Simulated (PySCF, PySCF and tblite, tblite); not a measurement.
# C₆H₅BSe: a path driven as rotation about a bond, and NMR exchange, part 2 of 2

PySCF and tblite. Atoms count from 0. The steps go on from the part before.

## (10) Shieldings, start: OPBE/pcSseg-1

What the job is given:

```
{"job": {"kind": "nmr", "xc": "OPBE", "basis": "pcSseg-1", "pop": false}, "charge": 0, "multiplicity": 1}
C     -2.902371    -1.301499     0.516611
C     -2.177397    -0.447233     0.069998
B     -1.271109     0.616580    -0.485631
C      0.252200     0.498983    -0.277481
C      0.901274    -0.568478     0.421714
C      2.248821    -0.487159     0.494288
Se     2.906600     1.031297    -0.357639
C      1.148121     1.425421    -0.752727
H     -3.538887    -2.044325     0.904326
H     -1.727399     1.524219    -1.070728
H      0.339253    -1.378158     0.856654
H      2.917010    -1.182164     0.971225
H      0.899495     2.313003    -1.308338
```

What it wrote:

```text
coarse grid: 55952 points
cycle   1  E = -2658.1397216746  dE =  9.116e-02  |g| = 9.045e-01  |ddm| = 3.905e+00
cycle   2  E = -2657.6639250584  dE =  4.758e-01  |g| = 1.471e+00  |ddm| = 2.203e+00
cycle   3  E = -2658.1399916686  dE = -4.761e-01  |g| = 6.364e-01  |ddm| = 2.156e+00
cycle   4  E = -2658.2467852563  dE = -1.068e-01  |g| = 2.433e-01  |ddm| = 6.744e-01
cycle   5  E = -2658.2581282689  dE = -1.134e-02  |g| = 1.269e-01  |ddm| = 2.970e-01
cycle   6  E = -2658.2626058266  dE = -4.478e-03  |g| = 4.025e-02  |ddm| = 1.392e-01
cycle   7  E = -2658.2629956072  dE = -3.898e-04  |g| = 1.357e-02  |ddm| = 4.201e-02
cycle   8  E = -2658.2630450596  dE = -4.945e-05  |g| = 4.010e-03  |ddm| = 1.692e-02
cycle   9  E = -2658.2630490515  dE = -3.992e-06  |g| = 2.083e-03  |ddm| = 6.089e-03
final grid: 118392 points
cycle  10  E = -2658.2629967642  dE =  9.893e-06  |g| = 6.143e-03  |ddm| = 8.839e-03
cycle  11  E = -2658.2629073334  dE =  8.943e-05  |g| = 1.833e-02  |ddm| = 2.356e-02
cycle  12  E = -2658.2630080161  dE = -1.007e-04  |g| = 6.229e-04  |ddm| = 1.763e-02
cycle  13  E = -2658.2630081069  dE = -9.075e-08  |g| = 1.371e-04  |ddm| = 6.459e-04
cycle  14  E = -2658.2630081120  dE = -5.067e-09  |g| = 2.003e-05  |ddm| = 1.379e-04
cycle  15  E = -2658.2630081120  dE = -7.640e-11  |g| = 1.252e-05  |ddm| = 3.588e-05
converged SCF energy = -2658.2630081120

GIAO shielding tensors (ppm)
atom      isotropic    diamagn.    paramagn.     s11        s22        s33       span
  0 C       67.467     258.220    -190.753     16.868     31.962    153.572    136.704
  1 C       86.898     254.822    -167.924     -9.408     -5.829    275.932    285.340
  2 B       57.591     195.073    -137.482     15.006     32.765    125.001    109.995
  3 C       38.057     252.674    -214.617    -52.742     12.602    154.310    207.052
  4 C       51.941     249.869    -197.928    -27.370     42.495    140.699    168.068
  5 C       57.164     254.242    -197.078    -22.573     59.282    134.783    157.356
  6 Se    1093.339    2999.098   -1905.759    797.987   1199.679   1282.351    484.364
  7 C       30.962     251.249    -220.287    -59.991     21.471    131.407    191.398
  8 H       27.301      34.133      -6.832     24.205     25.469     32.228      8.023
  9 H       25.399      28.041      -2.642     23.558     24.310     28.329      4.770
 10 H       23.408      32.551      -9.143     19.526     22.196     28.503      8.977
 11 H       24.092      30.806      -6.714     20.777     23.555     27.945      7.168
 12 H       23.081      30.556      -7.475     20.598     20.947     27.699      7.101
```

It took 29 s on 1 thread of Arm Neoverse V2, shared host; peak memory 0.76 GiB.

In short: HOMO -6.15 eV, LUMO -2.95 eV; dipole 1.28 D.

## (11) Single-point energy, saddle of leg 1: OPBE/pcSseg-1

What the job is given:

```
{"job": {"kind": "sp", "xc": "OPBE", "basis": "pcSseg-1", "pop": false}, "charge": 0, "multiplicity": 1}
C     -3.122753    -0.496782     0.897228
C     -2.254876    -0.269339     0.090249
B     -1.161254     0.011298    -0.896735
C      0.286596     0.257810    -0.364081
C      1.220605    -0.802821    -0.162007
C      2.435549    -0.425832     0.307844
Se     2.553078     1.403479     0.567366
C      0.796641     1.476837    -0.038776
H     -3.883655    -0.694861     1.596532
H     -1.392111     0.023039    -2.046141
H      0.970693    -1.830539    -0.370011
H      3.267813    -1.072558     0.522077
H      0.283674     2.420268    -0.103545
```

What it wrote:

```text
coarse grid: 55952 points
cycle   1  E = -2658.1342579019  dE =  9.096e-02  |g| = 8.892e-01  |ddm| = 3.888e+00
cycle   2  E = -2657.7643619100  dE =  3.699e-01  |g| = 1.345e+00  |ddm| = 1.922e+00
cycle   3  E = -2658.1231751435  dE = -3.588e-01  |g| = 6.346e-01  |ddm| = 1.931e+00
cycle   4  E = -2658.2315634283  dE = -1.084e-01  |g| = 2.383e-01  |ddm| = 6.899e-01
cycle   5  E = -2658.2436575205  dE = -1.209e-02  |g| = 1.107e-01  |ddm| = 2.563e-01
cycle   6  E = -2658.2470069218  dE = -3.349e-03  |g| = 3.630e-02  |ddm| = 1.297e-01
cycle   7  E = -2658.2473154259  dE = -3.085e-04  |g| = 1.236e-02  |ddm| = 3.740e-02
cycle   8  E = -2658.2473545033  dE = -3.908e-05  |g| = 3.979e-03  |ddm| = 1.460e-02
cycle   9  E = -2658.2473578803  dE = -3.377e-06  |g| = 2.036e-03  |ddm| = 5.416e-03
final grid: 118392 points
cycle  10  E = -2658.2473586708  dE =  9.104e-06  |g| = 5.888e-03  |ddm| = 7.814e-03
cycle  11  E = -2658.2472786402  dE =  8.003e-05  |g| = 1.736e-02  |ddm| = 2.264e-02
cycle  12  E = -2658.2473689800  dE = -9.034e-05  |g| = 6.124e-04  |ddm| = 1.691e-02
cycle  13  E = -2658.2473690726  dE = -9.268e-08  |g| = 1.395e-04  |ddm| = 6.225e-04
cycle  14  E = -2658.2473690781  dE = -5.428e-09  |g| = 3.415e-05  |ddm| = 1.618e-04
cycle  15  E = -2658.2473690784  dE = -2.851e-10  |g| = 1.484e-05  |ddm| = 3.564e-05
converged SCF energy = -2658.2473690784
```

Run time: 21 s. Hardware: 1 thread of Arm Neoverse V2, shared host; peak memory 0.53 GiB.

Key values: HOMO -5.74 eV, LUMO -3.09 eV; dipole 1.04 D.

## (12) Shieldings, end: OPBE/pcSseg-1

What the job is given:

```
{"job": {"kind": "nmr", "xc": "OPBE", "basis": "pcSseg-1", "pop": false}, "charge": 0, "multiplicity": 1}
C     -3.319525     0.479978     0.529726
C     -2.331796    -0.030838     0.062663
B     -1.105647    -0.676502    -0.523121
C      0.292412    -0.148820    -0.142447
C      1.525050    -0.685150    -0.634096
C      2.648273    -0.085482    -0.178317
Se     2.271292     1.309782     0.994217
C      0.494180     0.901069     0.720703
H     -4.183011     0.923959     0.935452
H     -1.224241    -1.578228    -1.263077
H      1.548451    -1.513086    -1.323065
H      3.664381    -0.337370    -0.425719
H     -0.282161     1.460338     1.213528
```

What it wrote:

```text
coarse grid: 55952 points
cycle   1  E = -2658.1401883447  dE =  9.062e-02  |g| = 9.035e-01  |ddm| = 3.920e+00
cycle   2  E = -2657.6905656915  dE =  4.496e-01  |g| = 1.440e+00  |ddm| = 2.145e+00
cycle   3  E = -2658.1339122679  dE = -4.433e-01  |g| = 6.448e-01  |ddm| = 2.092e+00
cycle   4  E = -2658.2473163307  dE = -1.134e-01  |g| = 2.365e-01  |ddm| = 6.912e-01
cycle   5  E = -2658.2580892905  dE = -1.077e-02  |g| = 1.241e-01  |ddm| = 2.825e-01
cycle   6  E = -2658.2623141398  dE = -4.225e-03  |g| = 3.721e-02  |ddm| = 1.421e-01
cycle   7  E = -2658.2626326119  dE = -3.185e-04  |g| = 1.449e-02  |ddm| = 4.288e-02
cycle   8  E = -2658.2626898553  dE = -5.724e-05  |g| = 3.500e-03  |ddm| = 1.605e-02
cycle   9  E = -2658.2626929405  dE = -3.085e-06  |g| = 1.761e-03  |ddm| = 4.973e-03
final grid: 118392 points
cycle  10  E = -2658.2626995063  dE =  7.133e-06  |g| = 5.199e-03  |ddm| = 7.084e-03
cycle  11  E = -2658.2626347779  dE =  6.473e-05  |g| = 1.555e-02  |ddm| = 1.986e-02
cycle  12  E = -2658.2627075947  dE = -7.282e-05  |g| = 4.969e-04  |ddm| = 1.486e-02
cycle  13  E = -2658.2627076457  dE = -5.101e-08  |g| = 8.889e-05  |ddm| = 4.766e-04
cycle  14  E = -2658.2627076478  dE = -2.057e-09  |g| = 1.864e-05  |ddm| = 9.711e-05
cycle  15  E = -2658.2627076479  dE = -1.046e-10  |g| = 7.504e-06  |ddm| = 2.766e-05
converged SCF energy = -2658.2627076479

GIAO shielding tensors (ppm)
atom      isotropic    diamagn.    paramagn.     s11        s22        s33       span
  0 C       68.406     258.207    -189.802     18.406     30.485    156.326    137.921
  1 C       88.134     254.541    -166.406     -7.498     -5.445    277.346    284.843
  2 B       57.835     195.015    -137.181     13.571     34.762    125.170    111.599
  3 C       38.662     252.690    -214.028    -53.684     14.235    155.436    209.120
  4 C       50.512     247.678    -197.166    -26.564     41.238    136.863    163.427
  5 C       56.523     255.496    -198.972    -23.078     58.347    134.302    157.380
  6 Se    1104.055    2999.067   -1895.012    785.129   1205.213   1321.823    536.694
  7 C       32.679     252.915    -220.236    -59.741     23.812    133.966    193.707
  8 H       27.389      34.097      -6.709     24.195     25.549     32.422      8.226
  9 H       25.298      28.313      -3.015     24.056     24.075     27.763      3.706
 10 H       23.803      30.557      -6.754     20.881     23.372     27.157      6.276
 11 H       24.075      30.418      -6.343     20.830     23.317     28.078      7.248
 12 H       22.606      32.036      -9.429     19.193     19.560     29.067      9.874
```

It took 29 s on 1 thread of Arm Neoverse V2, shared host; peak memory 0.76 GiB.

Key values: HOMO -6.13 eV, LUMO -2.94 eV; dipole 1.34 D.

## (13) Second level: OPBE/pcSseg-1 + D3(BJ)

What the job is given:

```
{"job": {"smiles": "C#CBc1cc[se]c1", "charge": 0, "mult": 1, "motion": "rotation", "what": "aryl or vinyl borane", "atoms": [2, 3], "drives": [{"terms": [["t", [1, 2, 3, 4], 0.25], ["t", [1, 2, 3, 7], 0.25], ["t", [9, 2, 3, 4], 0.25], ["t", [9, 2, 3, 7], 0.25]], "by": 180, "n": 12}], "study": "path", "level": {"kind": "nmr", "xc": "OPBE", "basis": "pcSseg-1", "wide": true}, "fields": [90, 250, 700], "first": 4, "seed": 654, "kind": "pathvar"}, "charge": 0, "multiplicity": 1}
C     -2.902371    -1.301499     0.516611
C     -2.177397    -0.447233     0.069998
B     -1.271109     0.616580    -0.485631
C      0.252200     0.498983    -0.277481
C      0.901274    -0.568478     0.421714
C      2.248821    -0.487159     0.494288
Se     2.906600     1.031297    -0.357639
C      1.148121     1.425421    -0.752727
H     -3.538887    -2.044325     0.904326
H     -1.727399     1.524219    -1.070728
H      0.339253    -1.378158     0.856654
H      2.917010    -1.182164     0.971225
H      0.899495     2.313003    -1.308338
```

What it wrote:

```text
stationary points (kcal/mol above the start)
  n  kind          group   xTB      DFT    lowest mode
  0  minimum      Cs       0.00     0.00      45.9
  1  saddle       C1       4.85    10.72     -86.7
  2  minimum      Cs       0.03     0.13      57.3

GFN2-xTB energies: T/K, barrier G, reaction G (kcal/mol), k forward, k back (1/s)
 150.00     4.50    -0.00   1.73e+06    1.7e+06
 200.00     4.56    -0.01   8.59e+07   8.34e+07
 250.00     4.64    -0.02   9.23e+08   8.89e+08
 298.15     4.71    -0.02   4.36e+09   4.18e+09
 350.00     4.80    -0.03   1.46e+10   1.39e+10
 400.00     4.90    -0.04    3.5e+10   3.34e+10
 500.00     5.11    -0.05   1.22e+11   1.16e+11

PBE0/pcSseg-1 + D3(BJ) energies: T/K, barrier G, reaction G (kcal/mol), k forward, k back (1/s)
 150.00    10.47     0.15    0.00343    0.00558
 200.00    10.54     0.14       25.5       36.1
 250.00    10.61     0.13   5.54e+03   7.21e+03
 298.15    10.69     0.12   1.82e+05   2.25e+05
 350.00    10.78     0.12   2.72e+06   3.22e+06
 400.00    10.87     0.11   1.91e+07    2.2e+07
 500.00    11.08     0.10   2.98e+08   3.31e+08

OPBE/pcSseg-1 + D3(BJ) energies: T/K, barrier G, reaction G (kcal/mol), k forward, k back (1/s)
 150.00    10.37     0.09    0.00486    0.00667
 200.00    10.43     0.09       33.1       41.3
 250.00    10.51     0.08   6.83e+03   8.02e+03
 298.15    10.58     0.07   2.17e+05   2.46e+05
 350.00    10.67     0.07   3.15e+06   3.48e+06
 400.00    10.77     0.06   2.18e+07   2.35e+07
 500.00    10.98     0.05   3.31e+08   3.49e+08
```

It took 2.5 min on 1 thread of Arm Neoverse V2, shared host; peak memory 1 GiB. This counts the runs that the step sums up.

Barriers by level (kcal/mol; entropies in cal/(mol K)). Zero-point and thermal terms come from xTB in every row. ΔG‡ leaves symmetry out; the rate counts equivalent paths (a factor of 2); effective ΔG‡, where given, is the barrier that would give that rate by Eyring's equation alone:

```tsv
level	ΔE‡	with zero-point	ΔH‡	ΔS‡	ΔG‡ (298 K)	ΔE of reaction	k at 298 K (1/s)	effective ΔG‡
GFN2-xTB	4.85	4.39	4.02	-2.3	4.71	0.03	4.4e+09	4.30
PBE0/pcSseg-1 + D3(BJ)	10.82	10.36	9.99	-2.3	10.69	0.18	1.8e+05	10.28
OPBE/pcSseg-1 + D3(BJ)	10.72	10.26	9.88	-2.3	10.58	0.13	2.2e+05	10.17
```

## (14) Outcome

The summary covers parts 1 to 2.

| quantity | value |
| --- | --- |
| barrier (PBE0/pcSseg-1 + D3(BJ)) | ΔE‡ 10.8, ΔG‡(298 K) 10.7 kcal/mol |
| barrier (GFN2-xTB) | ΔE‡ 4.8 kcal/mol |
| rate at 298 K | 1.8e+05 s⁻¹ |
| end of the path | 0.2 kcal/mol from the start |

What this shows: The barrier is 10.8 kcal/mol at the DFT level (xTB: 4.8); with thermal terms and the count of paths the DFT value gives a rate of 1.8e+05 s⁻¹ at 298 K. An error of 1.4 kcal/mol changes that rate tenfold.
